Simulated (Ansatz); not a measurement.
# ClH₃O₂Sn: a ladder of functionals and wavefunction methods

The task here is to estimate one member of a computed series from the others.

Method: functionals in def2-TZVPP, the program's frozen cores in correlated methods; program: Ansatz 0.2.0, Gaussian basis.

Levels to be run: LDA (SPW92), PBE-D4, revPBE-D4, BLYP-D4, r2SCAN-D4, B97M-V, PBE0-D4, B3LYP-D4, r2SCANh-D4, r2SCAN0-D4, HSE06-D4, BHLYP-D4, CAM-B3LYP-D4, LC-ωPBE, ωB97X-V, ωB97M-V, B2PLYP, PBE-QIDH; CCSD(T)/def2-SVP; CCSD(T)/def2-TZVPP; MP2/def2-QZVPP; extrapolation to the limit; RPA on PBE.

### The geometry

All runs share one geometry, relaxed beforehand with PBE0-D4 in a triple-zeta def2 set. Sn takes the def2 core potential; no spin-orbit term is included.

SMILES `[OH][SnH]([OH])[Cl]`, 7 atoms, charge 0, spin multiplicity 1.

Atoms are counted from 1 here; the program's logs count them from 0.

Bond lengths: O1–Sn2 1.948 Å, O1–H5 0.961 Å, Sn2–O3 1.941 Å, Sn2–Cl4 2.324 Å, Sn2–H6 1.688 Å, O3–H7 0.961 Å. Angles: Sn2–O1–H5 112.3°, O1–Sn2–O3 107.4°, O1–Sn2–Cl4 104.6°, O1–Sn2–H6 114.6°, O3–Sn2–Cl4 109.6°, O3–Sn2–H6 108.3°, Cl4–Sn2–H6 112.2°, Sn2–O3–H7 113.2°.

As a file:

```mol
ClH3O2Sn
  3D, bonds by distance, orders not assigned

  7  6  0  0  0  0  0  0  0  0999 V2000
   -0.2576    1.5186   -0.6198 O   0  0
   -0.1022   -0.0610    0.5092 Sn  0  0
    1.6113   -0.8865    0.1222 O   0  0
   -1.8177   -1.4603   -0.1987 Cl  0  0
   -1.0153    1.4728   -1.2095 H   0  0
   -0.1777    0.2508    2.1666 H   0  0
    1.8204   -0.9025   -0.8157 H   0  0
  1  2  8  0
  2  3  8  0
  2  4  8  0
  1  5  8  0
  2  6  8  0
  3  7  8  0
M  END
```

The first run:

in.yaml

```yaml
crystal:
  periodic: [false, false, false]
  atoms:
    - {symbol: O, position_ang: [-0.257595, 1.518599, -0.619796]}
    - {symbol: Sn, position_ang: [-0.102202, -0.060994, 0.509171]}
    - {symbol: O, position_ang: [1.611311, -0.886497, 0.122174]}
    - {symbol: Cl, position_ang: [-1.817700, -1.460303, -0.198711]}
    - {symbol: H, position_ang: [-1.015293, 1.472788, -1.209519]}
    - {symbol: H, position_ang: [-0.177662, 0.250764, 2.166611]}
    - {symbol: H, position_ang: [1.820439, -0.902457, -0.815729]}
basis:
  gaussian: {orbitals: def2-TZVPP}
hamiltonian: {xc: lda}
output: {orbitals: {seedname: orbitals}}
```

Steps of the session up to this table: LDA; PBE-D4 (GGA); revPBE-D4 (GGA); BLYP-D4 (GGA); r2SCAN-D4 (meta-GGA); B97M-V (meta-GGA); PBE0-D4 (hybrid); B3LYP-D4 (hybrid); r2SCANh-D4 (hybrid); r2SCAN0-D4 (hybrid); HSE06-D4 (hybrid); BHLYP-D4 (hybrid); CAM-B3LYP-D4 (range-separated); LC-ωPBE-D4 (range-separated; the results give it without D4); ωB97X-V (range-separated); ωB97M-V (range-separated); B2PLYP (double hybrid); PBE-QIDH (double hybrid).

One of the session's tables, all rows but one given; the rest of the session is left out.

It belongs to the step «Orbital energies across the functionals». 

| functional | HOMO (eV) | gap (eV) |
| --- | --- | --- |
| LDA (SPW92) | -7.56 | 4.98 |
| PBE-D4 | -7.36 | 5.05 |
| revPBE-D4 | -7.29 | 5.09 |
| BLYP-D4 | -7.26 | 4.97 |
| r2SCAN-D4 | -7.76 | 5.73 |
| B97M-V | -7.85 | 5.80 |
| PBE0-D4 | -9.05 | 7.71 |
| B3LYP-D4 | -8.78 | 7.08 |
| r2SCANh-D4 | -8.39 | 6.70 |
| r2SCAN0-D4 | ? | ? |
| HSE06-D4 | -8.64 | 6.93 |
| BHLYP-D4 | -10.51 | 10.10 |
| CAM-B3LYP-D4 | -10.53 | 10.16 |
| LC-ωPBE | -11.91 | 12.86 |
| ωB97X-V | -11.55 | 12.35 |
| ωB97M-V | -11.44 | 12.05 |

**Question.** Estimate the row for r2SCAN0-D4.

Worked estimate for «HOMO (eV)». Against the share of exact exchange, r2SCAN-D4 (0, -7.76), r2SCANh-D4 (0.1, -8.39) give a slope of -6.30 per unit share; at 0.25 the line stands at -9.33.

**Answer.** HOMO (eV): -9.34; gap (eV): 8.16. In «HOMO (eV)» the line misses by +0.01.
